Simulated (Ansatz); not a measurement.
# CH₅FSSi₂: basis-set convergence

Aim: see how fast density functionals converge with the basis set for CH₅FSSi₂.

Computed with Ansatz 0.2.0, Gaussian basis. Level: one geometry, several basis sets.

The runs, in order: PBE0-D4/def2-SVP; ωB97M-V/def2-SVP; PBE0-D4/def2-QZVPP; ωB97M-V/def2-QZVPP; the functionals' def2-TZVPP values are taken from earlier runs.

## (1) The relaxed structure

All runs share one geometry, relaxed beforehand with PBE0-D4 in a triple-zeta def2 set.

SMILES `F[Si]1([SiH3])CS1`, 10 atoms, charge 0, spin multiplicity 1.

Atoms are counted from 1 here; the program's logs count them from 0.

Bond lengths: F1–Si2 1.597 Å, Si2–Si3 2.323 Å, Si2–C4 1.833 Å, Si2–S5 2.075 Å, Si3–H6 1.486 Å, Si3–H7 1.484 Å, Si3–H8 1.485 Å, C4–S5 1.876 Å, C4–H9 1.087 Å, C4–H10 1.086 Å. Angles: F1–Si2–Si3 111.2°, F1–Si2–C4 116.9°, F1–Si2–S5 118.8°, Si3–Si2–C4 123.9°, Si3–Si2–S5 119.4°, C4–Si2–S5 57.0°, Si2–Si3–H6 110.6°, Si2–Si3–H7 107.0°, Si2–Si3–H8 109.4°, H6–Si3–H7 110.0°, H6–Si3–H8 109.6°, H7–Si3–H8 110.2°, Si2–C4–S5 68.0°, Si2–C4–H9 118.7°, Si2–C4–H10 121.9°, S5–C4–H9 112.5°, S5–C4–H10 113.2°, H9–C4–H10 113.5° and more.

As a file:

```mol
CH5FSSi2
  3D, bonds by distance, orders not assigned

 10 10  0  0  0  0  0  0  0  0999 V2000
   -2.2117    0.1469    0.3530 F   0  0
   -0.7008    0.1594   -0.1653 Si  0  0
    0.4992   -1.6315    0.7006 Si  0  0
    0.0338    1.7952   -0.5439 C   0  0
   -0.3141    0.8054   -2.0988 S   0  0
    0.3273   -1.7134    2.1742 H   0  0
    1.9270   -1.3992    0.3675 H   0  0
    0.0257   -2.8914    0.0739 H   0  0
   -0.5932    2.6790   -0.4648 H   0  0
    1.0897    1.9984   -0.3938 H   0  0
  1  2  8  0
  2  3  8  0
  2  4  8  0
  4  5  8  0
  3  6  8  0
  3  7  8  0
  3  8  8  0
  4  9  8  0
  4 10  8  0
  2  5  8  0
M  END
```

## (2) PBE0-D4 in def2-SVP

in.yaml reads:

```yaml
crystal:
  periodic: [false, false, false]
  atoms:
    - {symbol: F, position_ang: [-2.211696, 0.146889, 0.352999]}
    - {symbol: Si, position_ang: [-0.700823, 0.159436, -0.165259]}
    - {symbol: Si, position_ang: [0.499235, -1.631492, 0.700635]}
    - {symbol: C, position_ang: [0.033779, 1.795155, -0.543874]}
    - {symbol: S, position_ang: [-0.314068, 0.805375, -2.098757]}
    - {symbol: H, position_ang: [0.327272, -1.713379, 2.174186]}
    - {symbol: H, position_ang: [1.926969, -1.399225, 0.367534]}
    - {symbol: H, position_ang: [0.025749, -2.891380, 0.073853]}
    - {symbol: H, position_ang: [-0.593178, 2.679039, -0.464817]}
    - {symbol: H, position_ang: [1.089659, 1.998383, -0.393801]}
basis:
  gaussian: {orbitals: def2-SVP}
hamiltonian: {xc: pbe0, dispersion: d4}
output: {orbitals: {seedname: orbitals}}
```

The runs that follow: ωB97M-V in def2-SVP; PBE0-D4 in def2-QZVPP; ωB97M-V in def2-QZVPP.

Before running them: what should the planned runs give, taken together? Wanted: PBE0-D4: double and triple zeta above quadruple; ωB97M-V: double and triple zeta above quadruple.

**Answer**, as computed:

```
                                       quantity           value
PBE0-D4: double and triple zeta above quadruple  15.27, 1.07 eV
ωB97M-V: double and triple zeta above quadruple  15.32, 1.01 eV
```

**Reading.** For PBE0-D4 the step from double to triple zeta gains 14.20 eV and the next only 1.07 eV. Total energies overstate the basis error of differences, where much of it tends to cancel. The LUMO of ωB97M-V is positive and keeps falling with the basis (1.51 to 0.97 eV): an unbound level that the basis holds in place.
